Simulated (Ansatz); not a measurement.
# C (Diamond): the cost of one run

Computed with Ansatz 0.2.0 (DFT r²SCAN, frozen-core PAW, scalar-relativistic unless said, unless a step's input says otherwise).

## 1. The starting structure

Symmetry: Fd-3m, No. 227, cubic system. Conventional cell: a = 3.567 Å, b = 3.567 Å, c = 3.567 Å, α = 90.00°, β = 90.00°, γ = 90.00°. C (site symmetry -43m) is surrounded by 4 C at 1.54 Å.

As a file:

```xyz
2
Lattice="0.0000 1.7834 1.7834 1.7834 0.0000 1.7834 1.7834 1.7834 0.0000" Properties=species:S:1:pos:R:3 pbc="T T T"
C     1.7834    1.7834    1.7834
C     2.6751    2.6751    2.6751
```

Cartesian axes are those of the input's lattice vectors. The structure goes back to a database entry.

## 2. Cell and atoms relaxed, PAW

input.yaml reads:

```yaml
crystal:
  lattice:
    - [0.0, 1.78337, 1.78337]
    - [1.78337, 0.0, 1.78337]
    - [1.78337, 1.78337, 0.0]
  atoms:
    - { symbol: C, position: [0.5, 0.5, 0.5] }
    - { symbol: C, position: [0.75, 0.75, 0.75] }
kpoints:
  mp_grid: { grid: [22, 22, 22] }
scf:
  occupations: { method: fermi_dirac, width: 0.1 }
hamiltonian:
  xc: r2scan
  pseudopotentials: { kind: paw }
relax:
  f_tol: 0.002
  max_steps: 80
  cell: {}
output:
  forces: true
  stress: true
```

Command:

```sh
ansatz run input.yaml --threads 1 --pin off --max-ram 3072MiB --backend cpu --events-out ev --progress --plain --runs-dir out
```

**Question.** How long does this run take on 1 thread of Arm Neoverse V2, shared host, and how much memory does it need?

About 10 s, with a peak of 0.35 GiB.
